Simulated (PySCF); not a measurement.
# C2H5NOSi (SMILES C#C[SiH](N)O): levels of theory compared

We compute a comparison of 5 runs (HF/STO-3G, M06-2X/STO-3G, B3LYP/6-31G*, PBE0/def2-SVP, MP2/6-311+G**) of C2H5NOSi. 

The results are computed with PySCF 2.14.0.

### 1 The system as given

C2H5NOSi: 10 atoms, total charge 0, spin state singlet. As SMILES, `C#C[SiH](N)O`. The coordinates come from a GFN2-xTB relaxation. This is one conformer, not always the lowest.

Bond lengths: C1–C2 1.202 Å, C2–Si3 1.856 Å, Si3–N4 1.730 Å, Si3–O5 1.628 Å, C1–H6 1.053 Å, Si3–H7 1.462 Å, N4–H8 1.006 Å, N4–H9 1.008 Å, O5–H10 0.953 Å. Some angles: C1–C2–Si3 178.0°, C2–Si3–N4 115.9°, C2–Si3–O5 102.9°, N4–Si3–O5 108.3°, C2–C1–H6 179.0°, C2–Si3–H7 111.2°, N4–Si3–H7 105.5°, O5–Si3–H7 113.3°, Si3–N4–H8 118.2°, Si3–N4–H9 118.0°.

### 2 Energy and forces at HF/STO-3G (run 1)

Input file calc.py:

```python
import pyscf.grad
from pyscf import gto

molecule = gto.M(
    atom='''
C     -4.495507     1.999444    -0.259440
C     -2.394113     1.176336    -0.510963
Si     0.809540    -0.205905    -0.859032
N      1.639394    -2.459195     1.358241
O      2.650549     2.231219    -0.498151
H     -6.324157     2.753407    -0.047338
H      1.102334    -1.441332    -3.312047
H      0.757535    -4.142790     1.303231
H      1.825872    -1.905411     3.172019
H      4.428554     1.994209    -0.346500
''',
    unit='bohr',
    spin=0,
    max_memory=1860,
    verbose=4,
    basis='sto-3g',
)

myscf = molecule.RHF()
myscf.conv_tol = 1e-10
myscf.kernel()
if not myscf.converged:
    myscf = myscf.newton().run(myscf.mo_coeff, myscf.mo_occ)

e_final = myscf.e_tot
print('E(%s) = %.9f' % ('HF', e_final))
grad = myscf.Gradients().kernel()
myscf.analyze()
```

Run with:

```bash
OMP_NUM_THREADS=1 python calc.py
```

Log:

```text
PySCF version 2.14.0

[... 66 lines left out ...]
converged SCF energy = -490.855618199077
[... 16 lines left out ...]
Two-electron Energy =                  396.733479013038732
[... 5 lines left out ...]
MO #2   energy= -20.1749056915061  occ= 2
[... 3 lines left out ...]
MO #6   energy= -6.03373361723759  occ= 2
[... 3 lines left out ...]
MO #10  energy= -1.24526442372805  occ= 2
[... 3 lines left out ...]
MO #14  energy= -0.643091332892303 occ= 2
[... 3 lines left out ...]
MO #18  energy= -0.481608469506936 occ= 2
[... 3 lines left out ...]
MO #22  energy= -0.326598542532321 occ= 2
[... 3 lines left out ...]
MO #26  energy= 0.466092365955995  occ= 0
[... 3 lines left out ...]
MO #30  energy= 0.682388340399554  occ= 0
[... 3 lines left out ...]
MO #34  energy= 1.44200959178961   occ= 0
[... 8 lines left out ...]
pop of  1 C 2s            1.16357
pop of  1 C 2px           1.08362
pop of  1 C 2py           1.00576
pop of  1 C 2pz           0.98989
pop of  2 Si 1s           2.00000
pop of  2 Si 2s           1.99989
pop of  2 Si 3s           1.02040
pop of  2 Si 2px          1.99907
pop of  2 Si 2py          1.99910
pop of  2 Si 2pz          1.99903
pop of  2 Si 3px          0.66638
pop of  2 Si 3py          0.63617
pop of  2 Si 3pz          0.74766
pop of  3 N 1s            1.99986
pop of  3 N 2s            1.34395
pop of  3 N 2px           1.76148
pop of  3 N 2py           1.17166
pop of  3 N 2pz           1.18423
pop of  4 O 1s            1.99989
pop of  4 O 2s            1.65908
pop of  4 O 2px           1.18444
pop of  4 O 2py           1.62396
pop of  4 O 2pz           1.92484
pop of  5 H 1s            0.93004
pop of  6 H 1s            1.15716
pop of  7 H 1s            0.89436
pop of  8 H 1s            0.89525
pop of  9 H 1s            0.86512
 ** Mulliken atomic charges  **
charge of    0C =     -0.09426
charge of    1C =     -0.24272
charge of    2Si =      0.93230
charge of    3N =     -0.46118
charge of    4O =     -0.39221
charge of    5H =      0.06996
charge of    6H =     -0.15716
charge of    7H =      0.10564
charge of    8H =      0.10475
charge of    9H =      0.13488
Dipole moment(X, Y, Z, Debye):  0.10230, -1.23992,  0.39099
```

Wall time 3.6 s (1 thread of Intel Xeon at 2.70GHz, shared host); peak memory 0.12 GiB.

### 3 Energy and forces at M06-2X/STO-3G (run 2)

Input file run.py:

```python
from pyscf import gto, dft

system = gto.M(
    atom='''
C     -2.378920     1.058060    -0.137290
C     -1.266910     0.622490    -0.270390
Si     0.428390    -0.108960    -0.454580
N      0.867530    -1.301350     0.718750
O      1.402610     1.180710    -0.263610
H     -3.346600     1.457040    -0.025050
H      0.583330    -0.762720    -1.752660
H      0.400870    -2.192270     0.689640
H      0.966210    -1.008300     1.678560
H      2.343490     1.055290    -0.183360
''',
    max_memory=1860,
    charge=0,
    verbose=3,
    basis='sto-3g',
)

mf = dft.RKS(system, xc='m06-2x')
mf.conv_tol = 1e-10
mf.grids.level = 5
mf.kernel()
if not mf.converged:
    mf = mf.newton().run(mf.mo_coeff, mf.mo_occ)

e_tot = mf.e_tot
print('E(%s) = %.9f' % ('M06-2X', e_tot))
grad = mf.nuc_grad_method().kernel()
mf.analyze()
```

Run with:

```bash
OMP_NUM_THREADS=1 python run.py
```

Log:

```text
converged SCF energy = -492.549918609825
E(M06-2X) = -492.549918610
--------------- RKS gradients ---------------
         x                y                z
0 C    -0.0302762128     0.0109089936     0.0037299812
1 C    -0.0031859218     0.0053450996     0.0018453631
2 Si     0.0059970085     0.0238791424     0.0067756981
3 N    -0.0078430831    -0.0170083834     0.0249175650
4 O     0.0471067654    -0.0510112181    -0.0000003884
5 H     0.0224899685    -0.0087612002    -0.0027247734
6 H     0.0074933696    -0.0041067834    -0.0084973252
7 H     0.0120451472     0.0255037669     0.0010942020
8 H    -0.0001312094    -0.0081178623    -0.0248306306
9 H    -0.0536507313     0.0234449196    -0.0023019391
----------------------------------------------
**** MO energy ****
MO #1   energy= -66.3394007791911  occ= 2
MO #2   energy= -19.3039802155274  occ= 2
MO #3   energy= -14.4788253743031  occ= 2
MO #4   energy= -10.3165013397335  occ= 2
MO #5   energy= -10.2825556235295  occ= 2
MO #6   energy= -5.43948153926195  occ= 2
MO #7   energy= -3.66229021455863  occ= 2
MO #8   energy= -3.66124218727411  occ= 2
MO #9   energy= -3.6608585373069   occ= 2
MO #10  energy= -1.03892269811999  occ= 2
MO #11  energy= -0.884864862262474 occ= 2
MO #12  energy= -0.76053655202593  occ= 2
MO #13  energy= -0.601630273702125 occ= 2
MO #14  energy= -0.537500063204487 occ= 2
MO #15  energy= -0.498297852758292 occ= 2
MO #16  energy= -0.462901286356225 occ= 2
MO #17  energy= -0.411354606021618 occ= 2
MO #18  energy= -0.389248787319449 occ= 2
MO #19  energy= -0.275930240565291 occ= 2
MO #20  energy= -0.269173126342661 occ= 2
MO #21  energy= -0.264207145474213 occ= 2
MO #22  energy= -0.239456130518324 occ= 2
MO #23  energy= -0.213685945438229 occ= 2
MO #24  energy= 0.225141463327197  occ= 0
MO #25  energy= 0.234908099200639  occ= 0
MO #26  energy= 0.311825274795603  occ= 0
MO #27  energy= 0.381949363843985  occ= 0
MO #28  energy= 0.401235717477986  occ= 0
MO #29  energy= 0.43825821868703   occ= 0
MO #30  energy= 0.505458924887606  occ= 0
MO #31  energy= 0.534062665111755  occ= 0
MO #32  energy= 0.557006139538112  occ= 0
MO #33  energy= 0.603656899576637  occ= 0
MO #34  energy= 1.16104883541556   occ= 0
 ** Mulliken atomic charges  **
charge of    0C =     -0.10290
charge of    1C =     -0.22954
charge of    2Si =      0.81408
charge of    3N =     -0.44265
charge of    4O =     -0.34774
charge of    5H =      0.07418
charge of    6H =     -0.14181
charge of    7H =      0.11519
charge of    8H =      0.11394
charge of    9H =      0.14726
Dipole moment(X, Y, Z, Debye):  0.43235, -1.16865,  0.57911
```

Run time: 27 s. Hardware: 1 thread of Intel Xeon at 2.70GHz, shared host; peak memory 0.41 GiB.

Runs 3 to 4 aren't shown in full; the table further down has their settings and results.

### 4 Energy and gradient at MP2/6-311+G(d,p) (run 5)

Input file input.py:

```python
import pyscf.grad
from pyscf import gto, mp

mol = gto.M(
    atom='''
C       -2.378920       1.058060      -0.137290
C       -1.266910       0.622490      -0.270390
Si       0.428390      -0.108960      -0.454580
N        0.867530      -1.301350       0.718750
O        1.402610       1.180710      -0.263610
H       -3.346600       1.457040      -0.025050
H        0.583330      -0.762720      -1.752660
H        0.400870      -2.192270       0.689640
H        0.966210      -1.008300       1.678560
H        2.343490       1.055290      -0.183360
''',
    max_memory=1860,
    basis='6-311+g**',
    spin=0,
    verbose=4,
    charge=0,
)

myscf = mol.RHF()
myscf.conv_tol = 1e-10
myscf.kernel()
if not myscf.converged:
    myscf = myscf.newton().run(myscf.mo_coeff, myscf.mo_occ)

pt = mp.MP2(myscf, frozen=9).run()
energy = pt.e_tot
print('Final energy', energy)
grad = pt.Gradients().kernel()
dip = myscf.dip_moment()
pop, q = myscf.mulliken_pop()
```

Run with:

```bash
OMP_NUM_THREADS=1 python input.py
```

Log:

```text
PySCF version 2.14.0

[... 70 lines left out ...]
converged SCF energy = -496.988519294818
[... 8 lines left out ...]
Final energy -497.73465072744574
[... 8 lines left out ...]
Dipole moment(X, Y, Z, Debye):  0.00868, -1.33795,  0.93396
[... 120 lines left out ...]
pop of  5 H 2s            0.51536
pop of  5 H 3s            0.02925
pop of  5 H 2px           0.01809
pop of  5 H 2py           0.00837
pop of  5 H 2pz           0.00653
pop of  6 H 1s            0.24895
pop of  6 H 2s            0.64030
pop of  6 H 3s            0.29884
pop of  6 H 2px           0.00028
pop of  6 H 2py           0.00262
pop of  6 H 2pz           0.00951
pop of  7 H 1s            0.26294
pop of  7 H 2s            0.41833
pop of  7 H 3s            0.00698
pop of  7 H 2px           0.01740
pop of  7 H 2py           0.02117
pop of  7 H 2pz           0.00782
pop of  8 H 1s            0.26237
pop of  8 H 2s            0.41601
pop of  8 H 3s            0.01419
pop of  8 H 2px           0.01338
pop of  8 H 2py           0.00993
pop of  8 H 2pz           0.02239
pop of  9 H 1s            0.25865
pop of  9 H 2s            0.33774
pop of  9 H 3s            0.04087
pop of  9 H 2px           0.03096
pop of  9 H 2py           0.01895
pop of  9 H 2pz           0.01882
 ** Mulliken atomic charges  **
charge of    0C =     -0.77347
charge of    1C =     -0.08483
charge of    2Si =      1.47318
charge of    3N =     -0.83358
charge of    4O =     -0.56565
charge of    5H =      0.16374
charge of    6H =     -0.20050
charge of    7H =      0.26536
charge of    8H =      0.26174
charge of    9H =      0.29402
```

Wall time 2.1 min (1 thread of Intel Xeon at 2.70GHz, shared host); peak memory 2 GiB.

### 5 Overview of the runs

```csv
run,level,integration grid,frozen core orbitals,energy (Eh),dipole moment (D) of the reference,HOMO energy (eV),LUMO energy (eV),wall time
1,HF/STO-3G,–,–,-490.855618,1.30,-8.63,10.07,3.6 s
2,M06-2X/STO-3G,5,–,-492.549919,1.37,-5.81,6.13,27 s
3,B3LYP/6-31G* (spherical functions),5,–,-498.682643,1.71,-7.03,0.29,53 s
4,PBE0/def2-SVP,5,–,-498.082277,1.73,-7.47,0.34,64 s
5,MP2/6-311+G**,–,9,-497.734651,1.63,-10.81,1.43,2.1 min
```

### 6 What came out

| quantity | value |
| --- | --- |
| run 5: total energy | -497.73465 Eh |
| run 5: dipole moment (Hartree–Fock density) | 1.63 D |
| run 5: HOMO energy (Hartree–Fock orbitals) | -10.81 eV |
| run 5: LUMO energy (Hartree–Fock orbitals) | 1.43 eV |
| run 5: HOMO–LUMO gap (Hartree–Fock orbitals) | 12.24 eV |
| run 5: correlation energy (9 core orbitals frozen) | -746.1 mEh |
| run 5: largest force on an atom | 3.079 eV/Å |

In words: Over runs 1, 2, 3, 4 the dipole moment (its size) runs from 1.30 D (HF/STO-3G) to 1.73 D (PBE0/def2-SVP). The two ends differ in method and basis. Over runs 1, 2, 3, 4 the HOMO–LUMO gap runs from 7.32 eV (B3LYP/6-31G*) to 18.70 eV (HF/STO-3G). Totals of different functionals can't be ranked against each other. In runs 1, 2 the basis is minimal, so the values are rough. All runs together took 4.5 min, the longest 2.1 min.
